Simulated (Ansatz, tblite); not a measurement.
# C₁₀H₂₂Se: a ladder of methods and basis sets

An exercise on one series of results from a longer session: the logs are not shown, and one member is left open.

Computed with Ansatz 0.2.0, Gaussian basis. Level: as each input shows.

The runs, in order: GFN1-xTB, GFN2-xTB, PBE-D4/def2-TZVP, r2SCAN-D4/def2-TZVP, LDA/def2-TZVP, r2SCANh-D4/def2-TZVP, PBE-D4/def2-SVP, PBE0-D4/def2-SVP, HF/6-31G, B3LYP-D4/6-31G, MP2/def2-SVP.

5 further runs of the same task are left out: 5 that didn't finish.

## The geometry

The geometry is that of the singlet, from an earlier relaxation (PBE-D4/def2-SVP).

SMILES `CCCCCCCCCC[SeH]`, 33 atoms, charge 0, spin multiplicity 1.

Bond lengths: C1–C2 1.530 Å, C1–H12 1.110 Å, C1–H13 1.110 Å, C1–H14 1.109 Å, C2–C3 1.533 Å, C2–H15 1.112 Å, C2–H16 1.113 Å, C3–C4 1.535 Å, C3–H17 1.114 Å, C3–H18 1.113 Å, C4–C5 1.533 Å, C4–H19 1.114 Å, C4–H20 1.113 Å, C5–C6 1.531 Å, C5–H21 1.114 Å, C5–H22 1.113 Å, C6–C7 1.531 Å, C6–H23 1.114 Å and more. Angles: C2–C1–H12 111.3°, C2–C1–H13 111.3°, C2–C1–H14 111.9°, H12–C1–H13 107.1°, H12–C1–H14 107.5°, H13–C1–H14 107.5°, C1–C2–C3 113.2°, C1–C2–H15 109.3°, C1–C2–H16 109.7°, C3–C2–H15 109.8°, C3–C2–H16 109.0°, H15–C2–H16 105.6°, C2–C3–C4 115.0°, C2–C3–H17 109.1°, C2–C3–H18 108.6°, C4–C3–H17 109.2°, C4–C3–H18 108.9°, H17–C3–H18 105.5° and more.

PBE0-D4/def2-TZVP was run before; its log isn't repeated, and its numbers join the tables.

The first run:

Tight binding, by tblite at 300 K electronic temperature and without a spin-polarisation term:

```python
tblite.interface.Calculator('GFN1-xTB', numbers, positions, charge=0, uhf=0).singlepoint()
```

Tight binding, by tblite at 300 K electronic temperature and without a spin-polarisation term:

```python
tblite.interface.Calculator('GFN2-xTB', numbers, positions, charge=0, uhf=0).singlepoint()
```

start.molden holds the orbitals of an earlier run on this state, given as this run's starting guess.

File in.yaml:

```yaml
crystal:
  periodic: [false, false, false]
  atoms:
    - {symbol: C, position_ang: [-4.940339, 1.670105, 0.914055]}
    - {symbol: C, position_ang: [-3.696285, 1.039633, 0.286143]}
    - {symbol: C, position_ang: [-3.378856, -0.353716, 0.842352]}
    - {symbol: C, position_ang: [-2.173240, -1.050609, 0.197738]}
    - {symbol: C, position_ang: [-0.824490, -0.363252, 0.437699]}
    - {symbol: C, position_ang: [0.365829, -1.130965, -0.143462]}
    - {symbol: C, position_ang: [1.715543, -0.443568, 0.079168]}
    - {symbol: C, position_ang: [2.898261, -1.219732, -0.506404]}
    - {symbol: C, position_ang: [4.275427, -0.596119, -0.237424]}
    - {symbol: C, position_ang: [4.455861, 0.840763, -0.726929]}
    - {symbol: Se, position_ang: [4.106233, 0.968519, -2.682671]}
    - {symbol: H, position_ang: [-4.823352, 1.784201, 2.012420]}
    - {symbol: H, position_ang: [-5.840620, 1.042445, 0.744709]}
    - {symbol: H, position_ang: [-5.150381, 2.675166, 0.495206]}
    - {symbol: H, position_ang: [-2.825449, 1.713692, 0.439674]}
    - {symbol: H, position_ang: [-3.827890, 0.967729, -0.817199]}
    - {symbol: H, position_ang: [-3.214725, -0.278650, 1.942090]}
    - {symbol: H, position_ang: [-4.277072, -0.998984, 0.718920]}
    - {symbol: H, position_ang: [-2.345343, -1.143954, -0.899046]}
    - {symbol: H, position_ang: [-2.113829, -2.094072, 0.579483]}
    - {symbol: H, position_ang: [-0.674310, -0.224429, 1.533144]}
    - {symbol: H, position_ang: [-0.837360, 0.661937, 0.005719]}
    - {symbol: H, position_ang: [0.394110, -2.154463, 0.295697]}
    - {symbol: H, position_ang: [0.209139, -1.280089, -1.235973]}
    - {symbol: H, position_ang: [1.676986, 0.572628, -0.372509]}
    - {symbol: H, position_ang: [1.877183, -0.289086, 1.170991]}
    - {symbol: H, position_ang: [2.748294, -1.331515, -1.604524]}
    - {symbol: H, position_ang: [2.896232, -2.255633, -0.101751]}
    - {symbol: H, position_ang: [4.470081, -0.597123, 0.859380]}
    - {symbol: H, position_ang: [5.062488, -1.237552, -0.689793]}
    - {symbol: H, position_ang: [3.762185, 1.534072, -0.211373]}
    - {symbol: H, position_ang: [5.492221, 1.185185, -0.547676]}
    - {symbol: H, position_ang: [4.537467, 2.387428, -2.777812]}
basis:
  gaussian: {orbitals: def2-TZVP, initial_orbitals: start.molden}
hamiltonian: {xc: pbe, dispersion: d4}
scf: {omitted_lower_state_checks: [starts]}
output: {forces: true, orbitals: {seedname: orbitals}}
```

Launch:

```sh
> ansatz run in.yaml --threads 4 --pin off --events-out ev --progress --plain --max-ram 6963MiB
```

Steps of the session up to this table: PBE-D4/def2-TZVP; r2SCAN-D4/def2-TZVP; LDA/def2-TZVP; r2SCANh-D4/def2-TZVP; PBE-D4/def2-SVP; PBE0-D4/def2-SVP; HF/6-31G; B3LYP-D4/6-31G; MP2/def2-SVP.

One of the session's tables, all rows but one given; the rest of the session is left out.

It belongs to the step «Binding energy». 

| level | binding an atom (eV) |
| --- | --- |
| HF/6-31G | ? |
| HF/def2-SVP | 3.129 |
| LDA/def2-TZVP | 4.624 |
| PBE-D4/def2-SVP | 4.191 |
| PBE-D4/def2-TZVP | 4.149 |
| r2SCAN-D4/def2-TZVP | 4.082 |
| r2SCANh-D4/def2-TZVP | 4.068 |
| B3LYP-D4/6-31G | 4.027 |
| PBE0-D4/def2-SVP | 4.151 |
| PBE0-D4/def2-TZVP | 4.105 |
| MP2/def2-SVP | 3.950 |

Estimate the missing values for HF/6-31G.

The run gave: binding an atom (eV): 2.955. In the column «binding an atom (eV)» it is the lowest.

Limits of these values: Free atoms were run apart at each level; binding is atoms less cluster, divided by the number of atoms, without zero-point or spin-orbit terms.
